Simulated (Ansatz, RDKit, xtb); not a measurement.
**SnGeH3ClF: a search for the lowest isomer**

Task: start from the formula SnGeH3ClF (odd number of electrons), draw up candidate structures, narrow them down in stages, and characterise the one that lies lowest at 298.15 K.

Plan: many cheap relaxations first (GFN2-xTB), then density-functional screening, relaxation at r2SCAN-D4/def2-SVP, vibrations and a final energy. The numbers are computed, not measured.

5 further runs of the same task are left out: 2 that didn't finish, 3 set aside as unsound or not needed.

### 1 Candidates

A program enumerates the bonding patterns with one Lewis structure each (two rings at most, one unusual centre or charged pair), with their diastereomers. O–O, O–halogen and N–halogen bonds and N–N–N chains are not drawn. That gives 8 candidates.

```
label                 SMILES     spin
 c042  [F][Sn@H]([Cl])[GeH2]  doublet
 c081  [F][Ge@H]([Cl])[SnH2]  doublet
 c230    [F][Sn]([Cl])[GeH3]  doublet
 c251     [F][GeH2][SnH][Cl]  doublet
 c527    [F][Ge]([Cl])[SnH3]  doublet
 c597     [F][SnH][GeH2][Cl]  doublet
 c743     [F][SnH2][GeH][Cl]  doublet
 c883     [F][GeH][SnH2][Cl]  doublet
```

Candidates are built by distance geometry, with a force field where one applies, in up to four conformers (letters a to d). 16 starts with atoms placed at random are added, to find patterns that the rules miss.

Q: Predict the outcome of this search (final energies at CCSD(T)/def2-SVP + MP2/def2-TZVPP - MP2/def2-SVP).

| quantity | value |
| --- | --- |
| lowest structure found | [F][Sn]([Cl])[GeH3], doublet, C1 |
| next finalist | [F][GeH2][SnH][Cl], doublet, 5.2 kcal/mol higher in G |
| share at equilibrium, among the finalists | 100.0 % |
| harmonic wavenumbers, lowest and highest (r2SCAN-D4/def2-SVP) | 48 and 2178 cm⁻¹ |
| rotational constants, same geometry | 0.08025, 0.03219, 0.0263 cm⁻¹ |
| dipole moment (PBE0/def2-TZVPD) | 4.15 D |
| HOMO energy (highest over α and β) (PBE0/def2-TZVPD) | -6.90 eV |
| LUMO energy (lowest over α and β) (PBE0/def2-TZVPD) | -4.36 eV |
| vertical ionisation energy (to the singlet cation) | 8.74 eV |
| vertical electron affinity | 2.68 eV |
| vertical quartet less doublet | +5.56 eV |

`[F][Sn]([Cl])[GeH3]` comes out lowest. The margin of 5.2 kcal/mol over the next finalist is beyond the usual error of the last level; it says nothing of structures that weren't ranked. HF/STO-3G, r2SCAN-D4/def2-SVP, r2SCAN-D4/def2-SVP, relaxed, HF/def2-SVP and MP2/def2-SVP already put its bonding pattern lowest among the structures in one piece; GFN2-xTB favours the doublet [F][Ge][Cl][SnH2].[H] ‡ (c652, not a finalist). Spin-orbit coupling, which matters for elements this heavy, is left out. 4 minima inside the window were never screened. The search is not exhaustive (a finite list of starts, one conformer a finalist), so a lower isomer can't be ruled out. Patterns outside the rules of the enumeration were met only by chance.

‡ marks the bonded skeleton alone, with all bonds drawn single: no Lewis structure was assigned that passes a check against the bond lengths.
